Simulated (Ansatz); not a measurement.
# BClGeH₄: shape, modes and thermochemistry, part 2 of 2

Ansatz 0.2.0, Gaussian basis; RKS PBE0-D4/def2-TZVP. The steps go on from the part before.

## Step 4: Harmonic vibrations

File in.yaml:

```yaml
crystal:
  periodic: [false, false, false]
  atoms:
    - {symbol: B, position_ang: [-1.048285, -0.055985, -0.738103]}
    - {symbol: Ge, position_ang: [0.614229, -0.122182, 0.465330]}
    - {symbol: Cl, position_ang: [1.648221, 1.783827, 0.469764]}
    - {symbol: H, position_ang: [-1.720651, -1.037663, -0.843436]}
    - {symbol: H, position_ang: [-1.352414, 0.933573, -1.327487]}
    - {symbol: H, position_ang: [0.269785, -0.412697, 1.937311]}
    - {symbol: H, position_ang: [1.650415, -1.156972, -0.009180]}
basis:
  gaussian: {orbitals: def2-TZVP}
hamiltonian: {xc: pbe0, dispersion: d4}
phonons: {temperatures: {t_min: 298.15, t_max: 900, t_step: 200}}
```

On the command line:

```
$ ansatz run in.yaml --threads 2 --pin off --events-out ev --progress --plain --max-ram 4352MiB
```

The program printed:

```text
Functional definition: PBE0
  name "PBE0"
  cite "Adamo & Barone, J. Chem. Phys. 110, 6158 (1999) doi:10.1063/1.478522"
  cite "Perdew, Burke & Ernzerhof, Phys. Rev. Lett. 77, 3865 (1996) doi:10.1103/PhysRevLett.77.3865"
  parent pbe
  parameter a = 0.25
  parameter kappa = 0.804
  parameter beta = 0.06672455060314922
  exchange = (1 - a)*pbe_x(kappa = kappa, mu = beta*pi^2/3) + a*exact_x
  correlation = pbe_c(beta = beta)
1014 factors; their error is unknown
mean field evaluation 1: about -69769.2724 eV, gradient 2.3e1 eV
mean field evaluation 2: about -69769.5618 eV, gradient 2.3e1 eV
mean field evaluation 4: about -69770.2966 eV, gradient 8.4e-1 eV
mean field evaluation 8: about -69770.6021 eV, gradient 1.7e-1 eV
mean field evaluation 16: about -69770.6022 eV, gradient 1.5e-5 eV
mean field -69770.60217324 eV, -2564.0223376537 hartree, gradient 1.5e-5 eV, S^2 0.000000; 0 other end points of the search recorded, 0 dependent functions left out
[... 4 lines left out ...]
mean field -69770.60208090 eV, -2564.0223342604 hartree, gradient 8.5e-7 eV, S^2 0.000000; 0 other end points of the search recorded, 0 dependent functions left out
[... 4 lines left out ...]
mean field -69770.60212358 eV, -2564.0223358289 hartree, gradient 9.2e-7 eV, S^2 0.000000; 0 other end points of the search recorded, 0 dependent functions left out
[... 5 lines left out ...]
mean field -69770.60205243 eV, -2564.0223332141 hartree, gradient 2.3e-6 eV, S^2 0.000000; 0 other end points of the search recorded, 0 dependent functions left out
[... 4 lines left out ...]
mean field -69770.60206828 eV, -2564.0223337968 hartree, gradient 2.0e-6 eV, S^2 0.000000; 0 other end points of the search recorded, 0 dependent functions left out
[... 4 lines left out ...]
mean field -69770.60210658 eV, -2564.0223352042 hartree, gradient 2.5e-6 eV, S^2 0.000000; 0 other end points of the search recorded, 0 dependent functions left out
[... 4 lines left out ...]
mean field -69770.60213083 eV, -2564.0223360955 hartree, gradient 2.9e-6 eV, S^2 0.000000; 0 other end points of the search recorded, 0 dependent functions left out
[... 4 lines left out ...]
mean field -69770.60210360 eV, -2564.0223350947 hartree, gradient 8.8e-7 eV, S^2 0.000000; 0 other end points of the search recorded, 0 dependent functions left out
[... 5 lines left out ...]
mean field -69770.60209576 eV, -2564.0223348064 hartree, gradient 2.1e-6 eV, S^2 0.000000; 0 other end points of the search recorded, 0 dependent functions left out
[... 4 lines left out ...]
mean field -69770.60209648 eV, -2564.0223348330 hartree, gradient 1.8e-6 eV, S^2 0.000000; 0 other end points of the search recorded, 0 dependent functions left out
[... 4 lines left out ...]
mean field -69770.60210907 eV, -2564.0223352956 hartree, gradient 1.7e-6 eV, S^2 0.000000; 0 other end points of the search recorded, 0 dependent functions left out
[... 4 lines left out ...]
mean field -69770.60210232 eV, -2564.0223350475 hartree, gradient 9.5e-7 eV, S^2 0.000000; 0 other end points of the search recorded, 0 dependent functions left out
[... 4 lines left out ...]
mean field -69770.60209229 eV, -2564.0223346790 hartree, gradient 3.0e-6 eV, S^2 0.000000; 0 other end points of the search recorded, 0 dependent functions left out
[... 4 lines left out ...]
mean field -69770.60218401 eV, -2564.0223380496 hartree, gradient 2.2e-6 eV, S^2 0.000000; 0 other end points of the search recorded, 0 dependent functions left out
[... 5 lines left out ...]
mean field -69770.60213518 eV, -2564.0223362552 hartree, gradient 2.2e-6 eV, S^2 0.000000; 0 other end points of the search recorded, 0 dependent functions left out
[... 4 lines left out ...]
mean field -69770.60215835 eV, -2564.0223371065 hartree, gradient 2.2e-6 eV, S^2 0.000000; 0 other end points of the search recorded, 0 dependent functions left out
[... 4 lines left out ...]
mean field -69770.60210995 eV, -2564.0223353280 hartree, gradient 2.3e-6 eV, S^2 0.000000; 0 other end points of the search recorded, 0 dependent functions left out
[... 4 lines left out ...]
mean field -69770.60217851 eV, -2564.0223378477 hartree, gradient 2.0e-6 eV, S^2 0.000000; 0 other end points of the search recorded, 0 dependent functions left out
[... 4 lines left out ...]
mean field -69770.60216179 eV, -2564.0223372330 hartree, gradient 2.1e-6 eV, S^2 0.000000; 0 other end points of the search recorded, 0 dependent functions left out
[... 5 lines left out ...]
mean field -69770.60213968 eV, -2564.0223364207 hartree, gradient 1.9e-6 eV, S^2 0.000000; 0 other end points of the search recorded, 0 dependent functions left out
[... 4 lines left out ...]
mean field -69770.60215112 eV, -2564.0223368411 hartree, gradient 2.0e-6 eV, S^2 0.000000; 0 other end points of the search recorded, 0 dependent functions left out
[... 4 lines left out ...]
mean field -69770.60211921 eV, -2564.0223356683 hartree, gradient 1.1e-6 eV, S^2 0.000000; 0 other end points of the search recorded, 0 dependent functions left out
[... 4 lines left out ...]
mean field -69770.60212200 eV, -2564.0223357710 hartree, gradient 1.4e-6 eV, S^2 0.000000; 0 other end points of the search recorded, 0 dependent functions left out
[... 4 lines left out ...]
mean field -69770.60216418 eV, -2564.0223373210 hartree, gradient 2.2e-6 eV, S^2 0.000000; 0 other end points of the search recorded, 0 dependent functions left out
[... 5 lines left out ...]
mean field -69770.60217016 eV, -2564.0223375406 hartree, gradient 2.2e-6 eV, S^2 0.000000; 0 other end points of the search recorded, 0 dependent functions left out
[... 4 lines left out ...]
mean field -69770.60215552 eV, -2564.0223370027 hartree, gradient 1.5e-6 eV, S^2 0.000000; 0 other end points of the search recorded, 0 dependent functions left out
[... 4 lines left out ...]
mean field -69770.60216827 eV, -2564.0223374712 hartree, gradient 1.5e-6 eV, S^2 0.000000; 0 other end points of the search recorded, 0 dependent functions left out
[... 4 lines left out ...]
mean field -69770.60211781 eV, -2564.0223356168 hartree, gradient 1.5e-6 eV, S^2 0.000000; 0 other end points of the search recorded, 0 dependent functions left out
[... 4 lines left out ...]
mean field -69770.60211933 eV, -2564.0223356726 hartree, gradient 1.3e-6 eV, S^2 0.000000; 0 other end points of the search recorded, 0 dependent functions left out
[... 4 lines left out ...]
mean field -69770.60214675 eV, -2564.0223366803 hartree, gradient 1.7e-6 eV, S^2 0.000000; 0 other end points of the search recorded, 0 dependent functions left out
[... 5 lines left out ...]
mean field -69770.60215612 eV, -2564.0223370248 hartree, gradient 1.8e-6 eV, S^2 0.000000; 0 other end points of the search recorded, 0 dependent functions left out
[... 4 lines left out ...]
mean field -69770.60216650 eV, -2564.0223374063 hartree, gradient 2.4e-6 eV, S^2 0.000000; 0 other end points of the search recorded, 0 dependent functions left out
[... 4 lines left out ...]
mean field -69770.60216588 eV, -2564.0223373834 hartree, gradient 2.9e-6 eV, S^2 0.000000; 0 other end points of the search recorded, 0 dependent functions left out
[... 4 lines left out ...]
mean field -69770.60216354 eV, -2564.0223372975 hartree, gradient 2.0e-6 eV, S^2 0.000000; 0 other end points of the search recorded, 0 dependent functions left out
[... 4 lines left out ...]
mean field -69770.60216916 eV, -2564.0223375039 hartree, gradient 2.9e-6 eV, S^2 0.000000; 0 other end points of the search recorded, 0 dependent functions left out
[... 5 lines left out ...]
mean field -69770.60213093 eV, -2564.0223360990 hartree, gradient 1.6e-6 eV, S^2 0.000000; 0 other end points of the search recorded, 0 dependent functions left out
[... 4 lines left out ...]
mean field -69770.60211811 eV, -2564.0223356280 hartree, gradient 1.9e-6 eV, S^2 0.000000; 0 other end points of the search recorded, 0 dependent functions left out
[... 4 lines left out ...]
mean field -69770.60215068 eV, -2564.0223368247 hartree, gradient 2.9e-6 eV, S^2 0.000000; 0 other end points of the search recorded, 0 dependent functions left out
[... 4 lines left out ...]
mean field -69770.60214113 eV, -2564.0223364738 hartree, gradient 1.5e-6 eV, S^2 0.000000; 0 other end points of the search recorded, 0 dependent functions left out
[... 4 lines left out ...]
mean field -69770.60214210 eV, -2564.0223365096 hartree, gradient 1.4e-6 eV, S^2 0.000000; 0 other end points of the search recorded, 0 dependent functions left out
[... 5 lines left out ...]
mean field -69770.60215212 eV, -2564.0223368776 hartree, gradient 1.4e-6 eV, S^2 0.000000; 0 other end points of the search recorded, 0 dependent functions left out
[... 4 lines left out ...]
mean field -69770.60216403 eV, -2564.0223373155 hartree, gradient 2.5e-6 eV, S^2 0.000000; 0 other end points of the search recorded, 0 dependent functions left out
[... 4 lines left out ...]
mean field -69770.60216403 eV, -2564.0223373154 hartree, gradient 2.8e-6 eV, S^2 0.000000; 0 other end points of the search recorded, 0 dependent functions left out
[... 2 lines left out ...]
Total energy: -69770.71136446 eV, -2564.0263503570 hartree
Atom 0 at    -1.048285    -0.055985    -0.738103 Å, force    -0.000153     0.000011    -0.000135 eV/Å
Atom 1 at     0.614229    -0.122182     0.465330 Å, force     0.000026    -0.000079     0.000064 eV/Å
Atom 2 at     1.648221     1.783827     0.469764 Å, force    -0.000125     0.000092    -0.000014 eV/Å
Atom 3 at    -1.720651    -1.037663    -0.843436 Å, force    -0.000197     0.000179     0.000022 eV/Å
Atom 4 at    -1.352414     0.933573    -1.327487 Å, force     0.000202    -0.000141    -0.000010 eV/Å
Atom 5 at     0.269785    -0.412697     1.937311 Å, force     0.000065    -0.000046     0.000120 eV/Å
Atom 6 at     1.650415    -1.156972    -0.009180 Å, force     0.000182    -0.000015    -0.000047 eV/Å
Dipole moment:    -0.318377    -0.373006    -0.083154 e Å
Vibrations: 120.52 146.21 333.43 412.64 562.44 612.87 643.86 768.88 849.27 917.20 1157.49 2139.04 2142.34 2602.91 2707.31 cm⁻¹, zero-point energy 0.999089 eV
```

It took 81 s on 2 threads of Arm Neoverse V1, shared host.

Motions are named by where the mode's potential energy lies. Wavenumbers, unscaled:

```
mode  cm⁻¹                          motion
   1   121                         torsion
   2   146                            bend
   3   333               bend with torsion
   4   413                   Ge–Cl stretch
   5   562                    Ge–B stretch
   6   613                            bend
   7   644                            bend
   8   769                            bend
   9   849                            bend
  10   917  torsion with out-of-plane bend
  11  1157                            bend
  12  2139                    Ge–H stretch
  13  2142                    Ge–H stretch
  14  2603                     B–H stretch
  15  2707                     B–H stretch
```

Ideal gas, rigid rotor and harmonic oscillator at 298.15 K and 1 bar, with symmetry number 1:

```
                term            value
   zero-point energy    23.0 kcal/mol
          H(298) − E    27.1 kcal/mol
entropy, translation  168.9 J/(mol K)
   entropy, rotation  106.8 J/(mol K)
  entropy, vibration   41.4 J/(mol K)
      entropy, total  317.1 J/(mol K)
```

## Step 5: Fields at the relaxed geometry

in.yaml: that of step 4 with these lines changed.

```diff
@@ -11,4 +11,4 @@
 basis:
-  gaussian: {orbitals: def2-TZVP}
+  gaussian: {orbitals: def2-TZVPP}
 hamiltonian: {xc: pbe0, dispersion: d4}
-phonons: {temperatures: {t_min: 298.15, t_max: 900, t_step: 200}}
+output: {orbitals: {seedname: orbitals}}
```

The command is unchanged.

The program printed:

```text
Functional definition: PBE0
  name "PBE0"
  cite "Adamo & Barone, J. Chem. Phys. 110, 6158 (1999) doi:10.1063/1.478522"
  cite "Perdew, Burke & Ernzerhof, Phys. Rev. Lett. 77, 3865 (1996) doi:10.1103/PhysRevLett.77.3865"
  parent pbe
  parameter a = 0.25
  parameter kappa = 0.804
  parameter beta = 0.06672455060314922
  exchange = (1 - a)*pbe_x(kappa = kappa, mu = beta*pi^2/3) + a*exact_x
  correlation = pbe_c(beta = beta)
1131 factors; their error is unknown
mean field evaluation 1: about -69769.2918 eV, gradient 2.3e1 eV
mean field evaluation 2: about -69769.5874 eV, gradient 2.4e1 eV
mean field evaluation 4: about -69770.3249 eV, gradient 8.8e-1 eV
mean field evaluation 8: about -69770.6248 eV, gradient 2.8e-1 eV
mean field evaluation 16: about -69770.6249 eV, gradient 1.7e-5 eV
mean field -69770.62490815 eV, -2564.0231731465 hartree, gradient 1.7e-5 eV, S^2 0.000000; 0 other end points of the search recorded, 0 dependent functions left out
reference -69770.62493975 eV, -2564.0231743076 hartree; 29, 29 occupied and 148, 148 virtual orbitals, 1131 factors
Total energy: -69770.73409929 eV, -2564.0271858467 hartree
```

It took 3.1 s on 2 threads of Arm Neoverse V1, shared host; peak memory 0.39 GiB.

Orbitals, density, ELF and potential are computed afterwards from the orbital file.

Frontier orbitals at PBE0-D4/def2-TZVPP, with the share of their density that lies nearest to each atom:

```
orbital  energy (eV)                           lies on
 HOMO-1        -8.58  Cl3 77 %; H6, H7 about 10 % each
   HOMO        -8.21       Cl3 50 %; B1 19 %; Ge2 10 %
   LUMO        -2.82   B1 58 %; H4, H5 about 14 % each
```

ELF in a plane through or near 5 of the atoms.

Values, 10 rows by 14 columns:
```
0.00 0.00 0.00 0.00 0.00 0.00 0.00 0.00 0.00 0.00 0.00 0.00 0.00 0.00
0.00 0.00 0.00 0.00 0.00 0.00 0.00 0.00 0.00 0.00 0.00 0.00 0.00 0.00
0.00 0.00 0.00 0.00 0.02 0.02 0.01 0.00 0.00 0.09 0.22 0.04 0.00 0.00
0.00 0.00 0.00 0.03 0.17 0.26 0.15 0.07 0.13 0.93 1.00 0.97 0.10 0.00
0.00 0.00 0.00 0.06 0.33 0.21 0.35 0.58 0.70 0.99 1.00 0.98 0.34 0.00
0.00 0.02 0.15 0.31 0.41 0.21 0.39 0.81 0.52 0.28 0.62 0.26 0.03 0.00
0.00 0.16 0.63 0.88 0.40 0.78 0.36 0.20 0.69 1.00 1.00 0.89 0.05 0.00
0.00 0.12 0.57 0.84 0.39 0.81 0.64 0.02 0.25 0.99 0.99 0.74 0.00 0.00
0.00 0.01 0.12 0.43 0.68 0.69 0.39 0.02 0.00 0.08 0.03 0.00 0.00 0.00
0.00 0.00 0.00 0.02 0.05 0.05 0.01 0.00 0.00 0.00 0.00 0.00 0.00 0.00
```
The map spans 9.2 Å across and 8.6 Å up, centred on the molecule. Atoms in the plane (x, y in Å): B1 (1.3, -0.1), Ge2 (-0.7, 0.2), Cl3 (-1.8, -1.7), H4 (2.0, 0.8), H5 (1.7, -1.2).

On the surface of density 0.002 e/bohr³ the electrostatic potential runs, from the 1st to the 99th percentile, from -0.73 V near Cl3 to 2.08 V near B1.

## Step 6: Summary of results

What follows sums up all 2 parts.

```
                  quantity            value
               point group               Cs
                     steps            4 + 6
shift from the start (rms)          0.079 Å
              total energy   -69770.7114 eV
           dispersion term         -109 meV
             dipole moment           2.39 D
lowest, highest wavenumber   121, 2707 cm⁻¹
         zero-point energy    23.0 kcal/mol
       entropy at 298.15 K  317.1 J/(mol K)
                HOMO, LUMO  -8.21, -2.82 eV
```

**Reading.** The relaxed geometry lies 0.08 Å (rms) from the start; the bond that changed most is B1–Ge2, from 1.967 to 2.053 Å. No mode is imaginary: a true minimum at this level. The stiffest mode, 2707 cm⁻¹, is a B–H stretch, and 2 modes under 200 cm⁻¹ make the vibrational entropy uncertain. Harmonic hybrid wavenumbers usually lie a few per cent above measured fundamentals. The largest Mulliken charge, -0.34 e, sits on Cl3. The HOMO lies mostly on Cl3 50 %; B1 19 % and the LUMO on B1 58 %; H4, H5 about 14 % each.
